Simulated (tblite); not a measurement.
Settings test, tblite on Si

Simulated with tblite 0.8.0. This is a test of settings. The cell was built from a prototype and was relaxed with r2SCAN in plane waves (Ansatz 0.2.0). Not every such cell is a known phase. All runs are without spin polarisation.

It is cubic, Fd-3m (No. 227); conventional cell a = 5.444 Å, 20.17 Å³ an atom. Si has 4 Si at 2.36 Å.

The base run uses GFN2-xTB on a cluster of 64 atoms.

```python
import json
from ase import Atoms
from ase.build import make_supercell
from ase.units import Bohr, GPa, Hartree
from tblite.interface import Calculator

atoms = Atoms(['Si', 'Si'],
              cell=[[0.0, 2.7221189, 2.7221189], [2.7221189, 0.0, 2.7221189], [2.7221189, 2.7221189, 0.0]],
              scaled_positions=[[0.0, 0.0, 0.0], [0.25, 0.25, 0.25]],
              pbc=True)
cluster = make_supercell(atoms, [[-2, 2, 2], [2, -2, 2], [2, 2, -2]])
calc = Calculator('GFN2-xTB', cluster.numbers, cluster.positions / Bohr, lattice=cluster.cell[:] / Bohr, periodic=cluster.pbc)
calc.set('temperature', 0.02 / Hartree)
calc.set('max-iter', 150)
res = calc.singlepoint()
levels = res.get('orbital-energies') * Hartree
nv = round(res.get('orbital-occupations').sum() / 2)
cells = len(cluster) // len(atoms)
out = {'energy_per_cell': res.get('energy') * Hartree / cells, 'homo': levels[nv - 1], 'lumo': levels[nv],
       'stress': (-res.get('virial') * Hartree / cluster.get_volume() / GPa).tolist(), 'charges': res.get('charges')[:len(atoms)].tolist(), 'electrons': 2 * nv / cells}
json.dump(out, open('results.json', 'w'))
for key, value in out.items():
    print(key, value)
```

Command: `python run.py`. It took 4.3 s on 1 thread of Arm Neoverse V1, with other jobs on the host, peak memory 0.14 GiB.

It converged with a gap of 1.67 eV and a pressure of -3.16 GPa (positive in compression). xTB was fitted to molecules, so gaps, charges and pressures of solids can be far off.

Each further run moved one setting: temperature (electronic temperature in eV); cluster (size of the cluster in conventional cells). Changes are from the base run, which isn't itself converged in every setting; energies of another Hamiltonian, functional, basis or charge aren't compared, and those at a high electronic temperature are mostly its entropy term.

```tsv
setting	how it ended	gap change (eV)	energy change (meV/atom)	pressure change (GPa)	time (s)
temperature = 0.001	converged	0.00	0.0	0.00	4.2
temperature = 0.1	converged	0.00	0.0	0.00	4.3
temperature = 0.3	converged	0.00	-8.4	0.06	4.3
temperature = 2.0 (poor on purpose)	converged	0.23	-3663.5	16.93	4.5
cluster = 1x1x1 (poor on purpose)	converged	-0.03	447.6	7.31	1.1
```

temperature = 0.001 changes nothing that matters here. temperature = 0.1 changes nothing that matters here.
